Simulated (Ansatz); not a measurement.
**ReN2F6: a short molecular-dynamics run**

Aim: set ReN2F6 (a randomly packed cell, 9 atoms, not relaxed) in motion for 30 steps of 1 fs under a Nosé-Hoover thermostat at 1200 K, and see how temperature, energy and positions respond.

All numbers below are computed with Ansatz 0.2.0 (DFT PBE, plane waves, PAW, scalar-relativistic, no spin polarisation).

## Step 1: The starting structure

The cell holds 9 atoms (F6N2Re): a = 5.388 Å, b = 5.909 Å, c = 5.445 Å, α = 97.71°, β = 79.50°, γ = 113.92°.

Structure file:

```cif
data_structure
_symmetry_space_group_name_H-M 'P 1'
_symmetry_Int_Tables_number 1
_cell_length_a 5.3875
_cell_length_b 5.9091
_cell_length_c 5.4452
_cell_angle_alpha 97.710
_cell_angle_beta 79.501
_cell_angle_gamma 113.924
_cell_volume 155.45
loop_
_atom_site_label
_atom_site_type_symbol
_atom_site_fract_x
_atom_site_fract_y
_atom_site_fract_z
_atom_site_occupancy
Re1 Re 0.27081 0.46172 0.83796 1
N1 N 0.84203 0.91496 0.72843 1
N2 N 0.43108 0.03785 0.98068 1
F1 F 0.71939 0.25809 0.63274 1
F2 F 0.51463 0.38642 0.28817 1
F3 F 0.04699 0.94634 0.30054 1
F4 F 0.33925 0.87317 0.50442 1
F5 F 0.97593 0.55189 0.35949 1
F6 F 0.79561 0.14655 0.21884 1
```

## Step 2: Molecular dynamics

Input file input.yaml:

```yaml
crystal:
  lattice:
    - [5.242885, -1.153349, 0.455519]
    - [-1.211694, 5.778654, 0.236469]
    - [0.357858, -0.891293, 5.35982]
  atoms:
    - { symbol: Re, position: [0.270809, 0.461717, 0.837957] }
    - { symbol: "N", position: [0.842026, 0.914961, 0.728428] }
    - { symbol: "N", position: [0.431081, 0.037855, 0.980682] }
    - { symbol: F, position: [0.719389, 0.258094, 0.632737] }
    - { symbol: F, position: [0.514633, 0.386421, 0.288169] }
    - { symbol: F, position: [0.04699, 0.946345, 0.300543] }
    - { symbol: F, position: [0.339245, 0.873168, 0.504418] }
    - { symbol: F, position: [0.975931, 0.55189, 0.35949] }
    - { symbol: F, position: [0.79561, 0.146552, 0.21884] }
kpoints:
  mp_grid: { grid: [3, 3, 3] }
magnetization:
  spin_polarized: false
scf:
  occupations: { method: fermi_dirac, width: 0.1 }
hamiltonian:
  pseudopotentials: { kind: paw }
  xc: pbe
basis:
  ecutwfc: 420
md:
  timestep: 1.0
  n_steps: 30
  ensemble: nvt_nose_hoover
  temperature: 1200.0
  initial_velocities: maxwell_boltzmann
  seed: 46823
```

On the command line:

```bash
$ ansatz run input.yaml --threads 2 --pin off --max-ram 2560MiB --backend cpu --events-out ev --progress --plain --runs-dir out
```

Output (excerpt; [...] marks lines left out):

```text
Warning: md: disabling space-group detection — thermal motion breaks the input geometry's symmetry, so no spatial operation reduces the k-mesh or symmetrises the density; time reversal is kept, so that k and −k are solved as one point where they differ and the mesh holds both, and exact [...]
Warning: RAYON_NUM_THREADS=2 ignored (pool sized by the plan → 2); use --threads N
[...]
Pseudopotentials: kind: paw
Pseudopotential: Re, paw, valence charge 15, recommended cutoff 420 eV (normal), Re.paw.azcp
Pseudopotential: N, paw, valence charge 5, recommended cutoff 420 eV (normal), N.paw.azcp
Pseudopotential: F, paw, valence charge 7, recommended cutoff 420 eV (normal), F.paw.azcp
Functional definition: PBE
[...]
Crystal: 9 atoms, lattice volume = 155.452 Å³
Basis set: ecut = 420 eV, 3021 PW (Γ), exchange–correlation on 80×80×80 points (8 copies of the dense FFT grid, shifted against one another)
Bands: 43, of which v1, the nominal top of the filled ones, is band 34 counted from 1 (33 counted from 0)
Symmetry: 1 space group operations
k-points: 14 of 27 (time reversal used)
[...]
SCF iter   1: F=—  HF=-16450.202508 eV  |F-HF|=—  |Δ(HF+E_count)|=         —  Δρ=1.53e-2  dr2=6.01e-1  ethr=1.77e-3  ⟨swp⟩=5.9  Hψ=1868  notcnv=0
[...]
md step     0: t =     0.00 fs  T =  1200.0 K  F+E_penalty+E_count = -16450.18916901 eV  E_kin = 1.240896 eV  conserved = -16448.94827302 eV  (15 SCF iters)
[...]
md step     1: t =     1.00 fs  T =  1221.6 K  F+E_penalty+E_count = -16450.21147031 eV  E_kin = 1.263233 eV  conserved = -16448.94823679 eV  (13 SCF iters)
[...]
```

## Step 3: The log goes on

The log, continued (excerpt; [...] marks lines left out):

```text
SCF iter   1: F=—  HF=-16450.248650 eV  |F-HF|=—  |Δ(HF+E_count)|=         —  Δρ=6.08e-3  dr2=6.54e-2  ethr=3.44e-4  ⟨swp⟩=1.0  Hψ=2361  notcnv=0
[...]
md step     2: t =     2.00 fs  T =  1255.0 K  F+E_penalty+E_count = -16450.24601955 eV  E_kin = 1.297820 eV  conserved = -16448.94819362 eV  (13 SCF iters)
[...]
md step     9: t =     9.00 fs  T =  1891.0 K  F+E_penalty+E_count = -16450.90462810 eV  E_kin = 1.955475 eV  conserved = -16448.94762021 eV  (5 SCF iters)
[...]
md step    16: t =    16.00 fs  T =  3625.9 K  F+E_penalty+E_count = -16452.71819614 eV  E_kin = 3.749429 eV  conserved = -16448.94564449 eV  (6 SCF iters)
[...]
md step    23: t =    23.00 fs  T =  7807.3 K  F+E_penalty+E_count = -16457.21720599 eV  E_kin = 8.073326 eV  conserved = -16448.94531645 eV  (9 SCF iters)
[...]
SCF converged after 19 iterations
Free energy (F): -16462.740011 eV
[...]
E sigma→0 (E₀):  -16462.497745 eV
Entropy (-TS):   -0.484533 eV (-53.837 meV/atom)
Fermi energy:    1.694520 eV
[...]
--- Forces (eV/Å), atoms counted from 1 ---
  atom   1  Re    -3.00221248     2.53803752     0.74251992
  atom   2  N      2.12233133    -0.25853756     0.41599693
  atom   3  N     -3.12945056    -0.59864072    -3.13444985
  atom   4  F      0.84435148     0.36828387    -1.68482519
  atom   5  F      0.60087244     0.34740942     1.49904091
  atom   6  F     -1.32036509     0.96313530     1.65928445
  atom   7  F      0.54566237    -3.65255615     1.96515829
  atom   8  F      2.65845340     0.34480825    -3.39316042
[...]
--- MD trajectory: 30 steps, t = 0.0 → 30.0 fs ---
  final state: T = 12194.7 K   F+E_penalty+E_count = -16462.74001101 eV   E_kin = 12.610248 eV
  conserved energy: peak-to-peak 3.679e-2 eV (4.088e-3 eV/atom) over 30.0 fs
```

It took 60 s on 2 threads of Intel Xeon 6975P-C (Granite Rapids), shared host; peak memory 0.58 GiB.

## Step 4: What the atoms did

The trajectory, every 2 steps (energies from step 0); msd is the mean square displacement from the start, the centre of mass held:

```csv
time (fs),T (K),potential energy change (meV/atom),conserved energy change (meV/atom),msd N (Å²),msd F (Å²),msd Re (Å²)
0.0,1200,0.0,0.00,0.000,0.000,0.000
2.0,1255,-6.3,0.01,0.001,0.001,0.000
4.0,1360,-18.4,0.02,0.005,0.002,0.000
6.0,1522,-37.0,0.04,0.013,0.005,0.000
8.0,1749,-63.2,0.06,0.024,0.009,0.000
10.0,2054,-98.3,0.09,0.040,0.015,0.000
12.0,2451,-144.2,0.13,0.062,0.023,0.001
14.0,2964,-203.8,0.20,0.091,0.034,0.001
16.0,3626,-281.0,0.29,0.129,0.049,0.001
18.0,4483,-381.7,0.41,0.180,0.068,0.001
20.0,5590,-513.0,0.51,0.247,0.093,0.002
22.0,6995,-681.8,0.48,0.336,0.125,0.002
24.0,8674,-888.0,0.06,0.451,0.166,0.003
26.0,10428,-1111.6,-0.91,0.600,0.218,0.003
28.0,11807,-1304.1,-2.41,0.782,0.282,0.004
30.0,12195,-1394.5,-3.56,0.992,0.360,0.005
```

time (fs), T (K) and a bar:
```
      0.0       1200 
      1.0       1222 
      3.0       1301 
      4.0       1360 
      5.0       1434 #
      7.0       1627 #
      8.0       1749 #
      9.0       1891 ##
     10.0       2054 ##
     12.0       2451 ###
     13.0       2691 ####
     14.0       2964 #####
     16.0       3626 #######
     17.0       4027 ########
     18.0       4483 #########
     20.0       5590 ############
     21.0       6254 ##############
     22.0       6995 ################
     23.0       7807 ##################
     25.0       9564 #######################
     26.0      10428 #########################
     27.0      11202 ###########################
     29.0      12160 ##############################
     30.0      12195 ##############################
```

## Step 5: Frames from the trajectory

Positions (Å) and forces (eV/Å):

```xyz
9
Lattice="5.243 -1.153 0.456 -1.212 5.779 0.236 0.358 -0.891 5.360" Properties=species:S:1:pos:R:3:forces:R:3 pbc="T T T" time_fs=4.0 T=1360 dE=-0.1656
Re    1.158    1.616    4.726    0.340   -0.011    0.069
N     3.570    3.692    4.444   -0.419    0.856   -0.345
N     2.613   -1.106    5.509    0.634    0.408    0.168
F     3.692    0.053    3.788    0.180   -0.498    2.101
F     2.353    1.395    1.848   -1.329    0.364   -0.588
F    -0.798    5.153    1.849   -0.205    0.238    0.241
F     0.886    4.180    3.102   -0.160   -1.292    1.215
F     4.571    1.703    2.444    1.047    0.085   -0.875
F     4.054   -0.296    1.597   -0.088   -0.150   -1.986
9
Lattice="5.243 -1.153 0.456 -1.212 5.779 0.236 0.358 -0.891 5.360" Properties=species:S:1:pos:R:3:forces:R:3 pbc="T T T" time_fs=8.0 T=1749 dE=-0.5685
Re    1.156    1.623    4.729    0.119    0.085    0.199
N     3.569    3.726    4.380   -0.144    1.057   -0.602
N     2.667   -1.054    5.558    0.760    0.673    0.504
F     3.701    0.004    3.813    0.314   -0.676    2.127
F     2.363    1.410    1.821   -1.383    0.223   -0.823
F    -0.806    5.160    1.845   -0.281    0.171    0.540
F     0.869    4.145    3.149   -0.212   -1.473    1.304
F     4.575    1.663    2.379    1.241    0.112   -1.107
F     4.036   -0.328    1.609   -0.414   -0.173   -2.142
9
Lattice="5.243 -1.153 0.456 -1.212 5.779 0.236 0.358 -0.891 5.360" Properties=species:S:1:pos:R:3:forces:R:3 pbc="T T T" time_fs=11.0 T=2239 dE=-1.0775
Re    1.155    1.628    4.731   -0.120    0.215    0.328
N     3.566    3.759    4.328    0.109    1.271   -0.851
N     2.714   -1.011    5.598    0.911    0.863    0.883
F     3.709   -0.036    3.843    0.452   -0.839    2.061
F     2.363    1.423    1.796   -1.403    0.071   -1.039
F    -0.812    5.167    1.844   -0.361    0.106    0.852
F     0.855    4.111    3.191   -0.227   -1.641    1.397
F     4.584    1.634    2.325    1.404    0.121   -1.312
F     4.020   -0.352    1.606   -0.765   -0.167   -2.319
9
Lattice="5.243 -1.153 0.456 -1.212 5.779 0.236 0.358 -0.891 5.360" Properties=species:S:1:pos:R:3:forces:R:3 pbc="T T T" time_fs=15.0 T=3274 dE=-2.1586
Re    1.153    1.635    4.734   -0.591    0.508    0.557
N     3.565    3.816    4.250    0.528    1.666   -1.320
N     2.785   -0.945    5.661    1.242    1.087    1.708
F     3.723   -0.095    3.897    0.700   -1.112    1.811
F     2.353    1.440    1.756   -1.364   -0.252   -1.407
F    -0.824    5.177    1.850   -0.536    0.004    1.480
F     0.835    4.054    3.257   -0.188   -1.929    1.556
F     4.606    1.596    2.243    1.686    0.154   -1.675
F     3.993   -0.386    1.585   -1.476   -0.126   -2.711
9
Lattice="5.243 -1.153 0.456 -1.212 5.779 0.236 0.358 -0.891 5.360" Properties=species:S:1:pos:R:3:forces:R:3 pbc="T T T" time_fs=19.0 T=5002 dE=-3.9873
Re    1.151    1.643    4.737   -1.316    0.994    0.836
N     3.569    3.891    4.157    1.021    2.144   -1.955
N     2.869   -0.868    5.742    1.797    1.211    3.105
F     3.743   -0.164    3.966    1.053   -1.402    1.254
F     2.332    1.455    1.704   -1.174   -0.823   -1.878
F    -0.840    5.187    1.868   -0.878   -0.097    2.411
F     0.814    3.981    3.336   -0.041   -2.330    1.746
F     4.642    1.560    2.147    2.103    0.283   -2.207
F     3.954   -0.421    1.542   -2.564    0.021   -3.313
9
Lattice="5.243 -1.153 0.456 -1.212 5.779 0.236 0.358 -0.891 5.360" Properties=species:S:1:pos:R:3:forces:R:3 pbc="T T T" time_fs=22.0 T=6995 dE=-6.1366
Re    1.148    1.649    4.740   -1.991    1.471    1.008
N     3.580    3.962    4.074    1.374    2.373   -2.333
N     2.945   -0.801    5.825    2.194    1.086    4.409
F     3.763   -0.222    4.024    1.385   -1.503    0.486
F     2.310    1.462    1.656   -0.860   -1.420   -2.229
F    -0.857    5.194    1.893   -1.258   -0.107    3.144
F     0.798    3.915    3.403    0.142   -2.722    1.886
F     4.680    1.534    2.064    2.472    0.426   -2.704
F     3.911   -0.447    1.493   -3.457    0.397   -3.666
9
Lattice="5.243 -1.153 0.456 -1.212 5.779 0.236 0.358 -0.891 5.360" Properties=species:S:1:pos:R:3:forces:R:3 pbc="T T T" time_fs=26.0 T=10428 dE=-10.0045
Re    1.144    1.659    4.745   -2.736    2.068    1.061
N     3.607    4.078    3.944    1.788    1.891   -2.035
N     3.065   -0.704    5.976    1.359    0.003    3.997
F     3.799   -0.309    4.103    1.623   -1.077   -0.816
F     2.275    1.461    1.577    0.026   -1.627   -1.716
F    -0.888    5.202    1.949   -1.681    0.192    3.521
F     0.777    3.807    3.506    0.384   -3.284    2.017
F     4.747    1.503    1.936    2.806    0.499   -3.289
F     3.831   -0.477    1.403   -3.570    1.335   -2.742
9
Lattice="5.243 -1.153 0.456 -1.212 5.779 0.236 0.358 -0.891 5.360" Properties=species:S:1:pos:R:3:forces:R:3 pbc="T T T" time_fs=30.0 T=12195 dE=-12.5508
Re    1.137    1.669    4.750   -3.002    2.538    0.743
N     3.652    4.211    3.795    2.122   -0.259    0.416
N     3.193   -0.610    6.161   -3.129   -0.599   -3.134
F     3.848   -0.402    4.174    0.844    0.368   -1.685
F     2.242    1.449    1.488    0.601    0.347    1.499
F    -0.932    5.213    2.031   -1.320    0.963    1.659
F     0.761    3.676    3.623    0.546   -3.653    1.965
F     4.835    1.477    1.784    2.658    0.345   -3.393
F     3.726   -0.498    1.295    0.680   -0.052    1.930
```

## Step 6: Results

| quantity | value |
| --- | --- |
| length | 30 steps of 1 fs |
| temperature, first and last step | 1200 and 12195 K |
| temperature, second half | mean 7693 K, from 3274 to 12195 K |
| potential energy, second half | -783 meV/atom from the start |
| largest change of the conserved energy | 3.56 meV/atom |
| mean square displacement, second half | N 0.435, F 0.159, Re 0.002 Å² |

**Reading.** Against a set 1200 K the second half averages 7693 K, going from 3274 to 12195 K over that half; the potential energy of that half lies 783 meV/atom under the start, so the atoms have moved to lower-lying arrangements, and the energy set free heats the cell. The conserved energy strays from its start by at most 3.56 meV/atom, 0.6 % of the mean kinetic energy, so a step of 1 fs is short enough over this time. Over the second half N atoms stand 0.7 Å (root mean square) from where they began, and the farthest move is 1.1 Å. 30 fs on 9 atoms is far too short and small for converged averages.
